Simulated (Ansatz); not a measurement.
# SnTe: the cost of one run

Computed with Ansatz 0.2.0 (DFT LDA, scalar-relativistic, plane waves, PAW, unless a step's input says otherwise).

### Step 1. Starting point

It takes space group F-43m (No. 216, cubic). The conventional cell has a = 6.894 Å, b = 6.894 Å, c = 6.894 Å, α = 90.00°, β = 90.00°, γ = 90.00°. Sn (site symmetry -43m) has 4 Te at 2.99 Å as nearest neighbours. Te (site symmetry -43m) has 4 Sn at 2.99 Å as nearest neighbours.

As a file:

```cif
data_structure
_symmetry_space_group_name_H-M 'F-43m'
_symmetry_Int_Tables_number 216
_cell_length_a 6.8943
_cell_length_b 6.8943
_cell_length_c 6.8943
_cell_angle_alpha 90.000
_cell_angle_beta 90.000
_cell_angle_gamma 90.000
_cell_volume 327.69
loop_
_atom_site_label
_atom_site_type_symbol
_atom_site_symmetry_multiplicity
_atom_site_Wyckoff_symbol
_atom_site_fract_x
_atom_site_fract_y
_atom_site_fract_z
_atom_site_occupancy
Sn1 Sn 4 a 0.00000 0.00000 0.00000 1
Te1 Te 4 d 0.25000 0.25000 0.75000 1
```

This is a trial structure built by rule; it need not be a known or stable form of this composition.

The cell is the ideal cubic zincblende prototype; whether it is the stable structure of this composition wasn't checked.

### Step 2. Coarse point 1 of the search for the rest volume

input.yaml reads:

```yaml
crystal:
  lattice:
    - [0.0, 3.4471275172, 3.4471275172]
    - [3.4471275172, 0.0, 3.4471275172]
    - [3.4471275172, 3.4471275172, 0.0]
  atoms:
    - { symbol: Sn, position: [0.0, 0.0, 0.0] }
    - { symbol: Te, position: [0.25, 0.25, 0.25] }
basis:
  ecutwfc: 420
kpoints:
  mp_grid: { grid: [4, 4, 4] }
hamiltonian:
  xc: lda
scf:
  occupations: { method: gaussian, width: 0.05 }
output:
  forces: true
  stress: true
  eigenvalues: true
```

Run with:

```console
$ ansatz run input.yaml --threads 1 --pin off --max-ram 1228MiB --backend cpu --events-out ev --progress --plain --runs-dir out
```

What time and memory should one allow on 1 thread of Arm Neoverse N1, shared host?

About 3 s, with a peak of 0.3 GiB.
